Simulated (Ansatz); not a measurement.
Crystal: BiTe.

```
Bi Te
1.0
     2.42271    1.39875    3.31729
    -2.42271    1.39875    3.31729
     0.00000   -2.79750    3.31729
Bi Te
1 1
Direct
  0.50000 0.50000 0.50000
  0.00000 0.00000 0.00000
```

The cell comes from a database or a generator and needn't be the stable form of this composition.

Base run:

```yaml
Program: Ansatz 0.2.0
Functional: r2SCAN
Potentials_or_basis: Ansatz PAW
Cutoff: "500 eV (not typed: the program's choice for these potentials)"
k_mesh: 7 × 7 × 7
Occupations: fermi-dirac, width 0.05 eV
Spin: no spin polarisation
```

Its results: band gap on the k mesh none (metal or under the smearing width); pressure -0.6 GPa.

Question: The run is repeated on the same cell with these changes: functional from r2SCAN to LDA; cutoff from 500 eV (not typed: the program's choice for these potentials) to 420 eV (not typed: the program's choice for these potentials). What comes out?

Answer: Band gap on the k mesh none (metal or under the smearing width); pressure -3.4 GPa.

Caveats: spin-orbit coupling is left out, which moves the levels of the heavy elements; the PAW data sets come from PBE, with cores solved anew for the run's functional, which leaves a small shift of forces and pressure.
